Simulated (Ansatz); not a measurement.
# F₃HMoOS: a ladder of functionals and wavefunction methods

One table from this session's results is given with a row withheld; the runs are named, their logs left out.

Program: Ansatz 0.2.0, Gaussian basis. Level of theory: functionals in def2-TZVPP, the program's frozen cores in correlated methods. These are calculated values, not measurements.

Levels to be run: LDA (SPW92), PBE-D4, revPBE-D4, BLYP-D4, r2SCAN-D4, B97M-V, PBE0-D4, B3LYP-D4, r2SCANh-D4, r2SCAN0-D4, HSE06-D4, BHLYP-D4, CAM-B3LYP-D4, LC-ωPBE, ωB97X-V, ωB97M-V, B2PLYP, PBE-QIDH; CCSD(T)/def2-SVP; CCSD(T)/def2-TZVPP; MP2/def2-QZVPP; extrapolation to the limit; RPA on PBE.

### Structure used throughout

An earlier PBE0-D4 in a triple-zeta def2 set relaxation fixed the geometry. Mo takes the def2 core potential; no spin-orbit term is included.

SMILES `[OH][Mo]([F])([F])([F])=[S]`, 7 atoms, charge 0, spin multiplicity 1.

Atoms are counted from 1 here; the program's logs count them from 0.

Bond lengths: O1–Mo2 1.848 Å, O1–H7 0.962 Å, Mo2–F3 1.850 Å, Mo2–F4 1.850 Å, Mo2–F5 1.842 Å, Mo2–S6 2.068 Å. Angles: Mo2–O1–H7 127.4°, O1–Mo2–F3 88.3°, O1–Mo2–F4 88.4°, O1–Mo2–F5 150.2°, O1–Mo2–S6 103.9°, F3–Mo2–F4 147.4°, F3–Mo2–F5 83.5°, F3–Mo2–S6 106.2°, F4–Mo2–F5 83.5°, F4–Mo2–S6 106.1°, F5–Mo2–S6 105.9°.

Set-up of the first run:

File in.yaml:

```yaml
crystal:
  periodic: [false, false, false]
  atoms:
    - {symbol: O, position_ang: [0.017757, -1.374868, 0.670957]}
    - {symbol: Mo, position_ang: [-0.032564, 0.328223, -0.044972]}
    - {symbol: F, position_ang: [1.815908, 0.350968, 0.018702]}
    - {symbol: F, position_ang: [-1.552952, -0.165013, -0.975583]}
    - {symbol: F, position_ang: [0.212589, 1.472501, -1.467931]}
    - {symbol: S, position_ang: [-0.677543, 1.508232, 1.526714]}
    - {symbol: H, position_ang: [0.278106, -2.187943, 0.226613]}
basis:
  gaussian: {orbitals: def2-TZVPP}
hamiltonian: {xc: lda}
output: {orbitals: {seedname: orbitals}}
```

The run is started by

```bash
$ ansatz run in.yaml --threads 2 --pin off --events-out ev --progress --plain --max-ram 22528MiB --backend cpu
```

Among the steps run: LDA; PBE-D4 (GGA); revPBE-D4 (GGA); BLYP-D4 (GGA); r2SCAN-D4 (meta-GGA); B97M-V (meta-GGA); PBE0-D4 (hybrid); B3LYP-D4 (hybrid); r2SCANh-D4 (hybrid); r2SCAN0-D4 (hybrid); HSE06-D4 (hybrid); BHLYP-D4 (hybrid); CAM-B3LYP-D4 (range-separated); LC-ωPBE (range-separated); ωB97X-V (range-separated); ωB97M-V (range-separated); B2PLYP (double hybrid); PBE-QIDH (double hybrid).

One table of the session follows, with a row left open; its other results are not shown here.

It belongs to the step «Frontier levels by functional». 

```
  functional  HOMO (eV)  LUMO (eV)  gap (eV)
 LDA (SPW92)      -7.87      -4.79      3.08
      PBE-D4      -7.67      -4.55      3.12
   revPBE-D4      -7.60      -4.46      3.14
     BLYP-D4      -7.53      -4.46      3.07
   r2SCAN-D4      -8.02      -4.62      3.41
      B97M-V      -8.08      -4.61      3.47
     PBE0-D4      -9.04      -3.86      5.18
    B3LYP-D4      -8.79      -4.08      4.71
  r2SCANh-D4      -8.52      -4.33      4.19
  r2SCAN0-D4      -9.27      -3.88      5.39
    HSE06-D4      -8.64      -4.24      4.40
    BHLYP-D4          ?          ?         ?
CAM-B3LYP-D4     -10.34      -2.75      7.59
     LC-ωPBE     -11.62      -1.56     10.06
     ωB97X-V     -11.29      -1.63      9.66
     ωB97M-V     -11.17      -1.61      9.55
```

Estimate the missing values for BHLYP-D4.

Worked estimate for «HOMO (eV)». Against the share of exact exchange, BLYP-D4 (0, -7.53), B3LYP-D4 (0.2, -8.79) give a slope of -6.30 per unit share; at 0.5 the line stands at -10.68.

**Answer.** HOMO (eV): -10.25; LUMO (eV): -2.97; gap (eV): 7.28. In «HOMO (eV)» the line misses by -0.43.
